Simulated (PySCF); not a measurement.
# FeCl3 (sextet) with other numerical set-ups

Which parts of the numerical set-up matter for FeCl3 (sextet)? Each run edits the base script.

Program: PySCF 2.14.0. Level of theory: method and basis as typed in the scripts. These are calculated values, not measurements.

1 further run of the same task is left out (it didn't finish).

### Step 1. The system as given

FeCl3 (sextet): 4 atoms, charge 0, spin multiplicity 6.

Bond lengths: Fe1–Cl2 2.154 Å, Fe1–Cl3 2.154 Å, Fe1–Cl4 2.154 Å. Angles: Cl2–Fe1–Cl3 120.0°, Cl2–Fe1–Cl4 120.0°, Cl3–Fe1–Cl4 120.0°.

Coordinates:

```csv
atom,x (Å),y (Å),z (Å)
Fe1,0.00000,0.00000,0.00000
Cl2,2.15380,0.00000,0.00000
Cl3,-1.07690,1.86520,0.00000
Cl4,-1.07690,-1.86520,0.00000
```

### Step 2. Base script

The input, input.py:

```python
from pyscf import gto, scf

mol = gto.M(
    atom='Fe 0 0 0; Cl 2.1538 0 0; Cl -1.0769 1.8652 0; Cl -1.0769 -1.8652 0',
    basis='cc-pvdz-dk',
    charge=0,
    spin=5,
    verbose=4,
)
mf = scf.UHF(mol)
mf = mf.sfx2c1e()
mf.kernel()
mf.dip_moment()
print('orbital energies (hartree):', [e[max(0, n-3):n+3].round(4) for e, n in zip(mf.mo_energy, mol.nelec)])
```

The run is started by

```sh
$ OMP_NUM_THREADS=1 python input.py
```

The log of this run is left out.

Base result: E(SCF) = -2654.151681 Eh, ⟨S²⟩ = 8.812, μ = 0.00 D.

No search for the lowest state was made; open d or f shells can end in a higher solution. The sextet is typed in the script; nothing here shows that it is the ground state.

### Step 3. 6-31g (X2C off)

Edit 1 changes basis set: cc-pvdz-dk → 6-31g; spin-free X2C: on → off.

The input, input.py:

```python
from pyscf import gto, scf

mol = gto.M(
    atom='Fe 0 0 0; Cl 2.1538 0 0; Cl -1.0769 1.8652 0; Cl -1.0769 -1.8652 0',
    basis='6-31g',
    charge=0,
    spin=5,
    verbose=4,
)
mf = scf.UHF(mol)
mf.kernel()
mf.dip_moment()
print('orbital energies (hartree):', [e[max(0, n-3):n+3].round(4) for e, n in zip(mf.mo_energy, mol.nelec)])
```

The run is started by

```sh
$ OMP_NUM_THREADS=1 python input.py
```

### Step 4. Pcseg-1 (X2C off)

Edit 2 changes basis set: cc-pvdz-dk → pcseg-1; spin-free X2C: on → off.

input.py, as its differences from that of step 2:

```diff
@@ -4,3 +4,3 @@
     atom='Fe 0 0 0; Cl 2.1538 0 0; Cl -1.0769 1.8652 0; Cl -1.0769 -1.8652 0',
-    basis='cc-pvdz-dk',
+    basis='pcseg-1',
     charge=0,
@@ -10,3 +10,2 @@
 mf = scf.UHF(mol)
-mf = mf.sfx2c1e()
 mf.kernel()
```

### Step 5. Sbkjc (core potential on, X2C off)

Edit 3 changes basis set: cc-pvdz-dk → sbkjc; core potential: off → on; spin-free X2C: on → off. The core potential changes with it: totals don't compare.

input.py, as its differences from that of step 2:

```diff
@@ -4,3 +4,4 @@
     atom='Fe 0 0 0; Cl 2.1538 0 0; Cl -1.0769 1.8652 0; Cl -1.0769 -1.8652 0',
-    basis='cc-pvdz-dk',
+    basis='sbkjc',
+    ecp={'Fe': 'sbkjc', 'Cl': 'sbkjc'},
     charge=0,
@@ -10,3 +11,2 @@
 mf = scf.UHF(mol)
-mf = mf.sfx2c1e()
 mf.kernel()
```

Before running it: what results should come out? Wanted: for each run, E(SCF); from base; gap, α spin; SCF dipole.

**Answer**, as computed:

```csv
run,E(SCF) (hartree),from base (eV),cycles,"gap, α spin (eV)",SCF dipole (D),functions
base,-2654.151681,0,21,14.92,0.00,97
6-31g (X2C off),-2640.729628,not comparable,27,13.72,3.36,66
pcseg-1 (X2C off),-2640.824374,not comparable,15,14.47,0.00,85
"sbkjc (core potential on, X2C off)",-166.731130,not comparable,17,14.14,0.00,55
```

What this shows: Total energies from different bases, Hamiltonians or methods carry different errors, so properties are taken as differences within one set-up.
